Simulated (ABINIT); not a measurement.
TiSn: equation of state with PBE

The system is TiSn.

```xyz
2
Lattice="0.0000 2.8005 2.8005 2.8005 0.0000 2.8005 2.8005 2.8005 0.0000" Properties=species:S:1:pos:R:3 pbc="T T T"
Ti    0.0000    0.0000    0.0000
Sn    2.8005    2.8005    2.8005
```

The cell was built by a generator and needn't be a form met in nature.

```yaml
Program: ABINIT 10.8.3 (patched build)
Task: equation of state
Functional: PBE
Potentials_or_basis: JTH PAW PBE v2.0
Cutoff: 599 eV
k_mesh: 8 × 8 × 8
Occupations: fermi-dirac, width 0.05 eV
Spin: no spin polarisation
```

The equilibrium volume is 21.98 Å³/atom and the bulk modulus is 83 GPa. The pressure derivative of the bulk modulus is 4.5.

Energy against volume, from the lowest point:
```tsv
volume (Å³/atom)	energy (meV/atom)
20.647	23.59
21.086	10.22
21.526	2.53
21.965	0.00
22.404	2.05
22.844	8.21
23.283	18.03
```

It took 2.8 min on 1 thread of Arm Neoverse V1 (shared host), peak memory 0.16 GiB.

Caveat: pressures at fixed basis lie under the slope of the energies.
